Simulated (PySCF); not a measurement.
# C6H11N2P: vibronic structure

Programs: PySCF 2.14.0, with routines of our own; each step states its level. All values are computed. Atoms count from 0.

## (1) The starting structure

20 atoms, charge 0, multiplicity 1; geometry from: GFN2-xTB.

## (2) Vibronic structure: TDDFT LC-wPBE/def2-SVP

The job: settings as JSON, then the geometry in Å.

```
{"job": {"kind": "vib", "xc": "LC-wPBE", "basis": "def2-SVP", "tda": false}, "charge": 0, "multiplicity": 1}
C     -2.272226     0.709011    -0.776554
C     -0.956204     0.001818    -0.469136
C     -1.199538    -1.276926     0.327000
C     -0.023144     0.953262     0.297768
N      1.292223     0.387853     0.448354
C      1.779772    -0.172387     1.567631
P      3.361387    -0.816902     1.343332
C      3.206229    -0.250629    -0.313958
N      2.081032     0.345456    -0.606433
H     -2.100945     1.601890    -1.372844
H     -2.932396     0.048233    -1.332142
H     -2.774026     0.999227     0.144263
H     -0.458996    -0.255058    -1.410128
H     -1.836900    -1.954952    -0.234862
H     -1.689775    -1.051434     1.272526
H     -0.262680    -1.789503     0.534954
H     -0.429260     1.165918     1.289196
H      0.076681     1.888798    -0.259511
H      1.184242    -0.171615     2.462830
H      3.949374    -0.351381    -1.085014
```

With the program's defaults for keys left out, this is: TDDFT LC-wPBE/def2-SVP vertical-gradient vibronic structure (displaced harmonic oscillators, Condon), gas phase.

The run is started by

```
> OMP_NUM_THREADS=1 python excited_run.py task.json out
```

This one command runs all jobs of the session in turn.

**Question.** How long does this first job take on 1 thread of Arm Neoverse N1, shared host, and how much memory does it need?

About 2.3 min, with a peak of 1.1 GiB.
